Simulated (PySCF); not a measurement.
# CuN: from the state search to spectroscopic constants

An exercise on one series of results from a longer session: the logs are not shown, and one member is left open.

The runs use PySCF 2.14.0; Cu def2-TZVPP, N def2-TZVPP, no relativity.

The first run:

A driver script around PySCF takes these settings:

| Quantity | Value |
| --- | --- |
| atoms | Cu, N |
| charge | 0 |
| basis | Cu def2-TZVPP, N def2-TZVPP |
| Hamiltonian | no relativity |
| basis functions | 95 |
| electrons treated | 36 |
| masses in u | 62.9296, 14.0031 |
| levels | PBE0, PBE, r²SCAN, M06-L, BHandHLYP, PBEsol, PW91, LC-ωPBE, HF, MP2, SCS-MP2 |
| grid | 80 radial by 434 angular points |
| occupations | held fixed by the projection of orbital angular momentum |
| dissociation limit | Cu + N, each in its ground configuration |
| starting distance in angstrom | 1.790 |
| values of 2S to try | 0, 2, 4, 6 |

The run is started by

```
$ OMP_NUM_THREADS=1 python dia.py task.json out
```

Steps of the session up to this table: Set-up; First curve: PBE0; Excited determinants; PBE; r²SCAN (meta-GGA); M06-L (meta-GGA); BHandHLYP; PBEsol (GGA); PW91 (GGA); LC-ωPBE (range-separated hybrid); ROHF.

One of the session's tables, all rows but one given; the rest of the session is left out.

It belongs to the step «The curves together». Energy (eV) from each level's lowest point:

```
R (Å)   ROHF  ROHF-MP2  ROHF-SCS-MP2    PBE  PBEsol
1.562  1.525     0.539         0.681  0.507   0.420
1.634  0.883     0.209         0.302  0.182   0.130
1.707  0.459     0.045         0.095  0.032   0.011
1.762  0.249     0.000         0.021  0.000   0.000
1.816  0.113     0.004         0.000  0.017   0.036
1.871  0.035     0.044         0.018  0.070   0.107
1.943  0.000     0.141         0.088  0.180   0.237
2.034      ?         ?             ?      ?       ?
2.143  0.167     0.546         0.437  0.588   0.689
2.288  0.418     0.896         0.755  0.906   1.028
```

Q: Estimate the row for R (Å) = 2.034 from the others.

Worked estimate for «ROHF». A straight line through the neighbours (1.943, 0.000) and (2.143, 0.167) gives 0.000 + (0.167 − 0.000) × (2.034 − 1.943) / (2.143 − 1.943) = 0.076; a parabola fitted to 4 rows on both sides gives 0.048.

As computed: ROHF: 0.039; ROHF-MP2: 0.307; ROHF-SCS-MP2: 0.226; PBE: 0.354; PBEsol: 0.433. In «ROHF» the line misses by +0.037 and the parabola by +0.009.

State 3 has its PBE0 minimum 1.49 eV higher. State 4 has its PBE0 minimum 1.59 eV higher. The other levels ran on the lowest alone.
